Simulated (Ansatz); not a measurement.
**Br₂ClHOSi: one species, many methods**

The task here is to estimate one member of a computed series from the others.

The runs use Ansatz 0.2.0, Gaussian basis; functionals in def2-TZVPP, the program's frozen cores in correlated methods.

Levels to be run: LDA (SPW92), PBE-D4, revPBE-D4, BLYP-D4, r2SCAN-D4, B97M-V, PBE0-D4, B3LYP-D4, r2SCANh-D4, r2SCAN0-D4, HSE06-D4, BHLYP-D4, CAM-B3LYP-D4, LC-ωPBE, ωB97X-V, ωB97M-V, B2PLYP, PBE-QIDH; CCSD(T)/def2-SVP; CCSD(T)/def2-TZVPP; MP2/def2-QZVPP; extrapolation to the limit; RPA on PBE.

## The relaxed structure

All runs share one geometry, relaxed beforehand with PBE0-D4 in a triple-zeta def2 set.

6 atoms, charge 0, spin multiplicity 1.

Atoms are counted from 1 here; the program's logs count them from 0.

Bond lengths: O1–Si2 1.619 Å, O1–H6 0.960 Å, Si2–Cl3 2.034 Å, Si2–Br4 2.201 Å, Si2–Br5 2.184 Å. Angles: Si2–O1–H6 118.1°, O1–Si2–Cl3 111.2°, O1–Si2–Br4 110.9°, O1–Si2–Br5 106.5°, Cl3–Si2–Br4 107.8°, Cl3–Si2–Br5 109.9°, Br4–Si2–Br5 110.6°.

Set-up of the first run:

File in.yaml:

```yaml
crystal:
  periodic: [false, false, false]
  atoms:
    - {symbol: O, position_ang: [-0.771812, 0.353932, 1.054196]}
    - {symbol: Si, position_ang: [0.194955, 0.064287, -0.211361]}
    - {symbol: Cl, position_ang: [1.885275, -0.909512, 0.363239]}
    - {symbol: Br, position_ang: [-0.824531, -1.184702, -1.709720]}
    - {symbol: Br, position_ang: [0.709491, 2.010675, -1.056783]}
    - {symbol: H, position_ang: [-1.151378, -0.398681, 1.514228]}
basis:
  gaussian: {orbitals: def2-TZVPP}
hamiltonian: {xc: lda}
output: {orbitals: {seedname: orbitals}}
```

Steps of the session up to this table: LDA; PBE-D4 (GGA); revPBE-D4 (GGA); BLYP-D4 (GGA); r2SCAN-D4 (meta-GGA); B97M-V (meta-GGA); PBE0-D4 (hybrid); B3LYP-D4 (hybrid); r2SCANh-D4 (hybrid); r2SCAN0-D4 (hybrid); HSE06-D4 (hybrid); BHLYP-D4 (hybrid); CAM-B3LYP-D4 (range-separated); LC-ωPBE-D4 (range-separated; the results give it without D4); ωB97X-V (range-separated); ωB97M-V (range-separated); B2PLYP (double hybrid); PBE-QIDH (double hybrid).

One of the session's tables, all rows but one given; the rest of the session is left out.

It belongs to the step «Frontier levels by functional». 

| functional | HOMO (eV) | gap (eV) |
| --- | --- | --- |
| LDA (SPW92) | -7.52 | 5.62 |
| PBE-D4 | -7.35 | 5.73 |
| revPBE-D4 | -7.30 | 5.78 |
| BLYP-D4 | -7.17 | 5.63 |
| r2SCAN-D4 | -7.71 | 6.43 |
| B97M-V | -7.78 | 6.60 |
| PBE0-D4 | -8.66 | 7.97 |
| B3LYP-D4 | -8.38 | 7.42 |
| r2SCANh-D4 | -8.19 | 7.22 |
| r2SCAN0-D4 | -8.89 | 8.41 |
| HSE06-D4 | -8.27 | 7.20 |
| BHLYP-D4 | ? | ? |
| CAM-B3LYP-D4 | -9.97 | 10.34 |
| LC-ωPBE | -11.38 | 13.01 |
| ωB97X-V | -11.00 | 12.52 |
| ωB97M-V | -10.85 | 12.12 |

Q: Estimate the row for BHLYP-D4 from the others.

Worked estimate for «HOMO (eV)». Against the share of exact exchange, BLYP-D4 (0, -7.17), B3LYP-D4 (0.2, -8.38) give a slope of -6.05 per unit share; at 0.5 the line stands at -10.19.

The run gave: HOMO (eV): -9.79; gap (eV): 10.12. In «HOMO (eV)» the line misses by -0.40.
